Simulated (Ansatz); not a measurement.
# C₆H₁₇NO₃Zr: a ladder of functionals and wavefunction methods

One table from this session's results is given with a row withheld; the runs are named, their logs left out.

Method: functionals in def2-TZVPP, the program's frozen cores in correlated methods; program: Ansatz 0.2.0, Gaussian basis.

The runs, in order: LDA (SPW92), PBE-D4, revPBE-D4, BLYP-D4, r2SCAN-D4, B97M-V, PBE0-D4, B3LYP-D4, r2SCANh-D4, r2SCAN0-D4, HSE06-D4, BHLYP-D4, CAM-B3LYP-D4, LC-ωPBE, ωB97X-V, ωB97M-V, B2PLYP, PBE-QIDH; CCSD(T)/def2-SVP; CCSD(T)/def2-TZVPP; MP2/def2-QZVPP; extrapolation to the limit; RPA on PBE.

### The relaxed structure

All runs share one geometry, relaxed beforehand with PBE0-D4 in a triple-zeta def2 set. Zr takes the def2 core potential; no spin-orbit term is included.

28 atoms, charge 0, spin multiplicity 1.

Atoms are counted from 1 here; the program's logs count them from 0.

Bond lengths: C1–O2 1.386 Å, C1–H12 1.096 Å, C1–H13 1.096 Å, C1–H14 1.096 Å, O2–Zr3 1.930 Å, Zr3–O4 1.952 Å, Zr3–O5 1.930 Å, Zr3–N9 2.042 Å, O4–H15 0.952 Å, O5–C6 1.398 Å, C6–C7 1.518 Å, C6–C8 1.517 Å, C6–H16 1.100 Å, C7–H17 1.094 Å, C7–H18 1.092 Å, C7–H19 1.093 Å, C8–H20 1.092 Å, C8–H21 1.093 Å and more. Angles: O2–C1–H12 111.0°, O2–C1–H13 111.0°, O2–C1–H14 110.5°, H12–C1–H13 108.1°, H12–C1–H14 108.0°, H13–C1–H14 108.1°, C1–O2–Zr3 169.2°, O2–Zr3–O4 108.8°, O2–Zr3–O5 114.3°, O2–Zr3–N9 107.1°, O4–Zr3–O5 109.3°, O4–Zr3–N9 110.7°, O5–Zr3–N9 106.5°, Zr3–O4–H15 152.1°, Zr3–O5–C6 163.5°, O5–C6–C7 110.1°, O5–C6–C8 109.9°, O5–C6–H16 107.5° and more.

Set-up of the first run:

Input file in.yaml:

```yaml
crystal:
  periodic: [false, false, false]
  atoms:
    - {symbol: C, position_ang: [-1.672375, -2.990955, -1.096758]}
    - {symbol: O, position_ang: [-0.743009, -1.997824, -0.832360]}
    - {symbol: Zr, position_ang: [0.339999, -0.407800, -0.676656]}
    - {symbol: O, position_ang: [0.738433, 0.260590, -2.466687]}
    - {symbol: O, position_ang: [-0.465303, 1.002668, 0.366435]}
    - {symbol: C, position_ang: [-1.313157, 2.017034, 0.819858]}
    - {symbol: C, position_ang: [-2.751015, 1.531501, 0.821614]}
    - {symbol: C, position_ang: [-1.130787, 3.261825, -0.028249]}
    - {symbol: N, position_ang: [2.055934, -0.941144, 0.293609]}
    - {symbol: C, position_ang: [2.808822, -0.068729, 1.158266]}
    - {symbol: C, position_ang: [2.661165, -2.241884, 0.160662]}
    - {symbol: H, position_ang: [-2.632790, -2.768556, -0.617402]}
    - {symbol: H, position_ang: [-1.843992, -3.090924, -2.174912]}
    - {symbol: H, position_ang: [-1.320793, -3.957280, -0.717127]}
    - {symbol: H, position_ang: [1.345981, 0.493823, -3.162089]}
    - {symbol: H, position_ang: [-1.023821, 2.251975, 1.854674]}
    - {symbol: H, position_ang: [-3.072784, 1.302041, -0.198490]}
    - {symbol: H, position_ang: [-2.847835, 0.626977, 1.425506]}
    - {symbol: H, position_ang: [-3.420427, 2.292910, 1.229385]}
    - {symbol: H, position_ang: [-0.088108, 3.585193, -0.012658]}
    - {symbol: H, position_ang: [-1.752572, 4.080699, 0.342035]}
    - {symbol: H, position_ang: [-1.409625, 3.055711, -1.065298]}
    - {symbol: H, position_ang: [2.313055, 0.900557, 1.259890]}
    - {symbol: H, position_ang: [2.914960, -0.492461, 2.168783]}
    - {symbol: H, position_ang: [3.824310, 0.113156, 0.774076]}
    - {symbol: H, position_ang: [2.057966, -2.890109, -0.482159]}
    - {symbol: H, position_ang: [2.758880, -2.745875, 1.134463]}
    - {symbol: H, position_ang: [3.668889, -2.183108, -0.278430]}
basis:
  gaussian: {orbitals: def2-TZVPP}
hamiltonian: {xc: lda}
output: {orbitals: {seedname: orbitals}}
```

Started as:

```
> ansatz run in.yaml --threads 11 --pin off --events-out ev --progress --plain --max-ram 174080MiB --backend cuda --devices 0, --max-vram 75GiB
```

Among the steps run: LDA; PBE-D4 (GGA); revPBE-D4 (GGA); BLYP-D4 (GGA); r2SCAN-D4 (meta-GGA); B97M-V (meta-GGA); B3LYP-D4 (hybrid); r2SCANh-D4 (hybrid); r2SCAN0-D4 (hybrid); HSE06-D4 (hybrid); BHLYP-D4 (hybrid); CAM-B3LYP-D4 (range-separated); LC-ωPBE (range-separated); ωB97X-V (range-separated); ωB97M-V (range-separated); B2PLYP (double hybrid); PBE-QIDH (double hybrid).

One table of the session follows, with a row left open; its other results are not shown here.

It belongs to the step «Orbital energies across the functionals». 

```
  functional  HOMO (eV)  gap (eV)
 LDA (SPW92)      -4.85      4.10
      PBE-D4      -4.72      4.14
   revPBE-D4          ?         ?
     BLYP-D4      -4.61      4.08
   r2SCAN-D4      -4.94      4.75
      B97M-V      -5.07      4.50
     PBE0-D4      -5.98      6.07
    B3LYP-D4      -5.78      5.61
  r2SCANh-D4      -5.42      5.55
  r2SCAN0-D4      -6.14      6.57
    HSE06-D4      -5.58      5.33
    BHLYP-D4      -7.18      7.76
CAM-B3LYP-D4      -7.32      8.04
     LC-ωPBE      -8.61     10.38
     ωB97X-V      -8.31      9.88
     ωB97M-V      -8.24      9.27
```

Q: Estimate the row for revPBE-D4 from the others.

The run gave: HOMO (eV): -4.67; gap (eV): 4.16. In the column «HOMO (eV)» it lies between PBE-D4 (-4.72) and BLYP-D4 (-4.61).
